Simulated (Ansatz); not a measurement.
**CH4BClFN: small, medium and large basis sets**

The task here is to estimate one member of a computed series from the others.

Method: one geometry, several basis sets; program: Ansatz 0.2.0, Gaussian basis.

The runs, in order: PBE0-D4/def2-SVP; ωB97M-V/def2-SVP; PBE0-D4/def2-QZVPP; ωB97M-V/def2-QZVPP; the functionals' def2-TZVPP values are taken from earlier runs.

## The relaxed structure

All runs share one geometry, relaxed beforehand with PBE0-D4 in a triple-zeta def2 set.

SMILES `NB(Cl)CF`, 9 atoms, charge 0, spin multiplicity 1.

Atoms are counted from 1 here; the program's logs count them from 0.

Bond lengths: N1–B2 1.388 Å, N1–H6 1.006 Å, N1–H7 1.006 Å, B2–Cl3 1.765 Å, B2–C4 1.582 Å, C4–F5 1.383 Å, C4–H8 1.097 Å, C4–H9 1.099 Å. Angles: B2–N1–H6 123.0°, B2–N1–H7 122.6°, H6–N1–H7 114.4°, N1–B2–Cl3 119.1°, N1–B2–C4 120.9°, Cl3–B2–C4 120.0°, B2–C4–F5 113.4°, B2–C4–H8 111.4°, B2–C4–H9 109.3°, F5–C4–H8 107.8°, F5–C4–H9 107.8°, H8–C4–H9 106.9°.

Set-up of the first run:

in.yaml reads:

```yaml
crystal:
  periodic: [false, false, false]
  atoms:
    - {symbol: N, position_ang: [0.843886, 0.852984, -0.839025]}
    - {symbol: B, position_ang: [0.528660, -0.168831, 0.045357]}
    - {symbol: Cl, position_ang: [1.830089, -1.152720, 0.719783]}
    - {symbol: C, position_ang: [-0.967100, -0.422813, 0.493591]}
    - {symbol: F, position_ang: [-1.188524, -1.704254, 0.965181]}
    - {symbol: H, position_ang: [0.148976, 1.433077, -1.276988]}
    - {symbol: H, position_ang: [1.791013, 1.078532, -1.090799]}
    - {symbol: H, position_ang: [-1.668789, -0.242470, -0.330219]}
    - {symbol: H, position_ang: [-1.229809, 0.280096, 1.296117]}
basis:
  gaussian: {orbitals: def2-SVP}
hamiltonian: {xc: pbe0, dispersion: d4}
output: {orbitals: {seedname: orbitals}}
```

Run with:

```console
$ ansatz run in.yaml --threads 2 --pin off --events-out ev --progress --plain --max-ram 4352MiB
```

Among the steps run: PBE0-D4 in def2-SVP; ωB97M-V in def2-SVP; PBE0-D4 in def2-QZVPP; ωB97M-V in def2-QZVPP.

One table of the session follows, with a row left open; its other results are not shown here.

| functional | basis | HOMO (eV) | LUMO (eV) |
| --- | --- | --- | --- |
| PBE0-D4 | def2-SVP | -8.28 | 0.54 |
| PBE0-D4 | def2-TZVPP | ? | ? |
| PBE0-D4 | def2-QZVPP | -8.52 | 0.05 |
| ωB97M-V | def2-SVP | -10.56 | 2.68 |
| ωB97M-V | def2-TZVPP | -10.79 | 1.83 |
| ωB97M-V | def2-QZVPP | -10.83 | 1.35 |

Estimate the missing values for PBE0-D4, def2-TZVPP.

**Answer.** HOMO (eV): -8.48; LUMO (eV): 0.17. In the column «HOMO (eV)» it lies between PBE0-D4, def2-QZVPP (-8.52) and PBE0-D4, def2-SVP (-8.28).
